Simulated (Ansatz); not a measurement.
**GeH2Cl radical: one species, many methods**

One table from this session's results is given with a row withheld; the runs are named, their logs left out.

Computed with Ansatz 0.2.0, Gaussian basis. Level: functionals in def2-TZVPP, the program's frozen cores in correlated methods.

The runs, in order: LDA (SPW92), PBE-D4, revPBE-D4, BLYP-D4, r2SCAN-D4, B97M-V, PBE0-D4, B3LYP-D4, r2SCANh-D4, r2SCAN0-D4, HSE06-D4, BHLYP-D4, CAM-B3LYP-D4, LC-ωPBE, ωB97X-V, ωB97M-V, B2PLYP, PBE-QIDH; CCSD(T)/def2-SVP; CCSD(T)/def2-TZVPP; MP2/def2-QZVPP; extrapolation to the limit; RPA on PBE.

## The geometry

An earlier PBE0-D4 in a triple-zeta def2 set relaxation fixed the geometry.

4 atoms, charge 0, spin multiplicity 2.

Atoms are counted from 1 here; the program's logs count them from 0.

Bond lengths: Cl1–Ge2 2.156 Å, Ge2–H3 1.546 Å, Ge2–H4 1.546 Å. Angles: Cl1–Ge2–H3 106.8°, Cl1–Ge2–H4 106.8°, H3–Ge2–H4 112.3°.

The first run:

Contents of in.yaml:

```yaml
crystal:
  periodic: [false, false, false]
  atoms:
    - {symbol: Cl, position_ang: [-1.562857, 0.305220, 0.993516]}
    - {symbol: Ge, position_ang: [0.106668, -0.451092, -0.141611]}
    - {symbol: H, position_ang: [0.072742, 0.259600, -1.514190]}
    - {symbol: H, position_ang: [1.383437, -0.113718, 0.662285]}
basis:
  gaussian: {orbitals: def2-TZVPP}
magnetization: {spin_polarized: true, initial_magnetization: 1}
hamiltonian: {xc: lda}
output: {orbitals: {seedname: orbitals}}
```

Among the steps run: LDA; PBE-D4 (GGA); revPBE-D4 (GGA); BLYP-D4 (GGA); r2SCAN-D4 (meta-GGA); B97M-V (meta-GGA); PBE0-D4 (hybrid); B3LYP-D4 (hybrid); r2SCANh-D4 (hybrid); r2SCAN0-D4 (hybrid); HSE06-D4 (hybrid); BHLYP-D4 (hybrid); CAM-B3LYP-D4 (range-separated); LC-ωPBE-D4 (range-separated; the results give it without D4); ωB97X-V (range-separated); ωB97M-V (range-separated); B2PLYP (double hybrid); PBE-QIDH (double hybrid).

One of the session's tables, all rows but one given; the rest of the session is left out.

It belongs to the step «Orbital energies across the functionals». 

```
  functional  HOMO (eV)  LUMO (eV)  gap (eV)
 LDA (SPW92)      -5.51      -4.56      0.95
      PBE-D4      -5.50      -4.20      1.30
   revPBE-D4      -5.48      -4.06      1.42
     BLYP-D4      -5.30      -4.25      1.06
   r2SCAN-D4      -5.90      -3.83      2.07
      B97M-V      -5.73      -4.37      1.36
     PBE0-D4          ?          ?         ?
    B3LYP-D4      -6.38      -3.70      2.69
  r2SCANh-D4      -6.32      -3.51      2.81
  r2SCAN0-D4      -6.95      -3.02      3.92
    HSE06-D4      -6.27      -3.66      2.61
    BHLYP-D4      -7.62      -2.48      5.15
CAM-B3LYP-D4      -7.88      -2.38      5.50
     LC-ωPBE      -9.31      -0.93      8.38
     ωB97X-V      -8.81      -1.40      7.41
     ωB97M-V      -8.64      -1.47      7.17
```

**Question.** Estimate the row for PBE0-D4.

As computed: HOMO (eV): -6.66; LUMO (eV): -3.28; gap (eV): 3.38. In the column «HOMO (eV)» it lies between r2SCAN0-D4 (-6.95) and B3LYP-D4 (-6.38).
